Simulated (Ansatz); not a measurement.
**ClF₂HMoOS: one species, many methods**

An exercise on one series of results from a longer session: the logs are not shown, and one member is left open.

Method: functionals in def2-TZVPP, the program's frozen cores in correlated methods; program: Ansatz 0.2.0, Gaussian basis.

Levels to be run: LDA (SPW92), PBE-D4, revPBE-D4, BLYP-D4, r2SCAN-D4, B97M-V, PBE0-D4, B3LYP-D4, r2SCANh-D4, r2SCAN0-D4, HSE06-D4, BHLYP-D4, CAM-B3LYP-D4, LC-ωPBE, ωB97X-V, ωB97M-V, B2PLYP, PBE-QIDH; CCSD(T)/def2-SVP; CCSD(T)/def2-TZVPP; MP2/def2-QZVPP; extrapolation to the limit; RPA on PBE.

## The geometry

An earlier PBE0-D4 in a triple-zeta def2 set relaxation fixed the geometry. Mo takes the def2 core potential; no spin-orbit term is included.

SMILES `[OH][Mo]([F])([F])(=[S])[Cl]`, 7 atoms, charge 0, spin multiplicity 1.

Atoms are counted from 1 here; the program's logs count them from 0.

Bond lengths: O1–Mo2 1.848 Å, O1–H7 0.963 Å, Mo2–F3 1.844 Å, Mo2–F4 1.856 Å, Mo2–S5 2.066 Å, Mo2–Cl6 2.284 Å. Angles: Mo2–O1–H7 127.3°, O1–Mo2–F3 152.5°, O1–Mo2–F4 87.4°, O1–Mo2–S5 102.9°, O1–Mo2–Cl6 89.2°, F3–Mo2–F4 82.6°, F3–Mo2–S5 104.5°, F3–Mo2–Cl6 84.7°, F4–Mo2–S5 108.6°, F4–Mo2–Cl6 145.2°, S5–Mo2–Cl6 105.9°.

Set-up of the first run:

Contents of in.yaml:

```yaml
crystal:
  periodic: [false, false, false]
  atoms:
    - {symbol: O, position_ang: [-0.063344, -0.098671, -1.526941]}
    - {symbol: Mo, position_ang: [0.176759, -0.012589, 0.303126]}
    - {symbol: F, position_ang: [-0.414054, -0.191954, 2.041035]}
    - {symbol: F, position_ang: [0.045242, -1.863475, 0.320854]}
    - {symbol: S, position_ang: [2.167936, 0.508933, 0.483612]}
    - {symbol: Cl, position_ang: [-0.990846, 1.949977, 0.331508]}
    - {symbol: H, position_ang: [-0.860693, -0.360222, -1.998695]}
basis:
  gaussian: {orbitals: def2-TZVPP}
hamiltonian: {xc: lda}
output: {orbitals: {seedname: orbitals}}
```

Among the steps run: LDA; PBE-D4 (GGA); revPBE-D4 (GGA); BLYP-D4 (GGA); r2SCAN-D4 (meta-GGA); B97M-V (meta-GGA); PBE0-D4 (hybrid); B3LYP-D4 (hybrid); r2SCANh-D4 (hybrid); r2SCAN0-D4 (hybrid); HSE06-D4 (hybrid); BHLYP-D4 (hybrid); CAM-B3LYP-D4 (range-separated); LC-ωPBE (range-separated); ωB97X-V (range-separated); ωB97M-V (range-separated); B2PLYP (double hybrid); PBE-QIDH (double hybrid).

One table of the session follows, with a row left open; its other results are not shown here.

It belongs to the step «Orbital energies across the functionals». 

```
  functional  HOMO (eV)  LUMO (eV)  gap (eV)
 LDA (SPW92)      -7.79      -4.97      2.82
      PBE-D4      -7.61      -4.75      2.86
   revPBE-D4      -7.55      -4.67      2.88
     BLYP-D4      -7.45      -4.64      2.81
   r2SCAN-D4      -7.97      -4.82      3.15
      B97M-V      -8.03      -4.81      3.22
     PBE0-D4      -8.92      -4.07      4.85
    B3LYP-D4      -8.67      -4.27      4.39
  r2SCANh-D4      -8.45      -4.54      3.91
  r2SCAN0-D4      -9.16      -4.10      5.06
    HSE06-D4      -8.53      -4.45      4.08
    BHLYP-D4     -10.06      -3.19      6.88
CAM-B3LYP-D4     -10.18      -2.99      7.20
     LC-ωPBE     -11.49      -1.87      9.62
     ωB97X-V     -11.15      -1.92      9.23
     ωB97M-V          ?          ?         ?
```

Estimate the missing values for ωB97M-V.

The run gave: HOMO (eV): -11.00; LUMO (eV): -1.89; gap (eV): 9.11. In the column «HOMO (eV)» it lies between ωB97X-V (-11.15) and CAM-B3LYP-D4 (-10.18).
